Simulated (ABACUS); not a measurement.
The system is HfGe.

```
CELL_PARAMETERS angstrom
3.21967 0.00000 0.00000
0.00000 3.21967 0.00000
0.00000 0.00000 4.10843
ATOMIC_POSITIONS crystal
Hf 0.50000 0.50000 0.00000
Ge 0.00000 0.00000 0.00000
```

The cell was built by a generator and needn't be a form met in nature.

| Property | Result |
| --- | --- |
| Program | ABACUS 3.10.1 |
| Task | single point |
| Functional | PBE |
| Potentials or basis | PseudoDojo NC SR 0.4.1 PBE standard |
| Cutoff | 1075 eV |
| Density cutoff | 4299 eV |
| Basis | plane waves |
| k mesh | 8 × 8 × 7 |
| Occupations | fermi-dirac, width 0.05 eV |
| Spin | no spin polarisation |

On this cell: pressure 62.0 GPa; largest force under 0.003 eV/Å; band gap on the k mesh none (metal or under the smearing width).

The same run follows on a disturbed copy (atoms moved at random, drawn with an rms of 0.05 Å):

```
CELL_PARAMETERS angstrom
3.21967 0.00000 0.00000
0.00000 3.21967 0.00000
0.00000 0.00000 4.10843
ATOMIC_POSITIONS crystal
Hf 0.50233 0.50628 0.01556
Ge 0.01132 0.01158 0.00627
```

Q: What does the disturbed cell give?

A: The energy (extrapolated to zero smearing) moves by +7.5 meV/atom; pressure 62.0 GPa; largest force 1.422 eV/Å; band gap on the k mesh none (metal or under the smearing width).

Forces in eV/Å, atoms in the order of the input:
```
Hf   1.173  0.691  0.410
Ge  -1.173 -0.691 -0.410
```

Stress tensor (GPa, compression positive):
```
93.74  0.31  0.17
 0.31 93.89  0.10
 0.17  0.10 -1.49
```

Caveats: a pressure of tens of GPa on the cell as given is suspect, and the run, the potentials or the cell itself is likely at fault (some runs); the cell as given lies far from equilibrium (some runs).
